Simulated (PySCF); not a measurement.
# Cl3FeH12N4OV ([(NH3)2ClFe(mu-Cl)V(NH3)2ClO]2+): the cost of one run

Computed with PySCF 2.14.0 and routines of our own; the level stands in each step. Atoms count from 0.

## Step 1: The starting structure

22 atoms, charge 2, high-spin multiplicity 7; geometry from: idealised, bond lengths from ionic radii.

The system (corner-sharing dimer): [(NH3)2ClFe(mu-Cl)V(NH3)2ClO]2+. The metals (Fe(III), V(IV)) are 4.08 Å apart; the bridge angle is 129°; the spin sites are atom 0 (5 unpaired) and atom 1 (1 unpaired).

## Step 2: Magnetic exchange: B3LYP/def2-SVP H:def2-SV(P) in water

Job settings and geometry (Å):

```
{"job": {"kind": "bs", "xc": "B3LYP", "basis": {"default": "def2-SVP", "H": "def2-SV(P)"}, "grid": 1, "solvent": "water"}, "charge": 2, "high_spin_multiplicity": 7, "spin_sites": [[[0], 5], [[1], 1]]}
Fe    -2.386800     0.338100     0.153800
V      1.691100     0.338100     0.153800
Cl    -0.370100     1.310500     0.153800
N     -2.962700     0.060400     1.964300
H     -2.458500     0.670500     2.607800
H     -3.958800     0.254500     2.066700
H     -2.801100    -0.903200     2.257400
Cl    -3.846600     1.655900    -0.897700
N     -2.281600    -1.352000    -0.751500
H     -2.233700    -2.123100    -0.085400
H     -3.098000    -1.502500    -1.344200
H     -1.452900    -1.400100    -1.344200
N      3.613700    -0.043300     0.153800
H      3.973900    -0.114800     1.105400
H      3.813500    -0.923100    -0.322000
H      4.134200     0.693600    -0.322000
Cl     1.926100     0.836000     2.356000
N      1.894000     0.768000    -1.747700
H      2.600000     1.490700    -1.887500
H      2.178600    -0.053200    -2.281500
H      1.017300     1.108100    -2.142800
O      1.008500    -1.109000     0.153800
```

Method: B3LYP/def2-SVP H:def2-SV(P) high-spin and broken-symmetry single points, IEF-PCM water.

The run is started by

```bash
OMP_NUM_THREADS=1 python exch_run.py task.json out
```

One launch serves the whole session: the jobs run in the order shown.

**Question.** How long does this first job take on 1 thread of Intel Xeon 6975P-C, shared host, and how much memory does it need?

About 82 s, with a peak of 1.3 GiB.
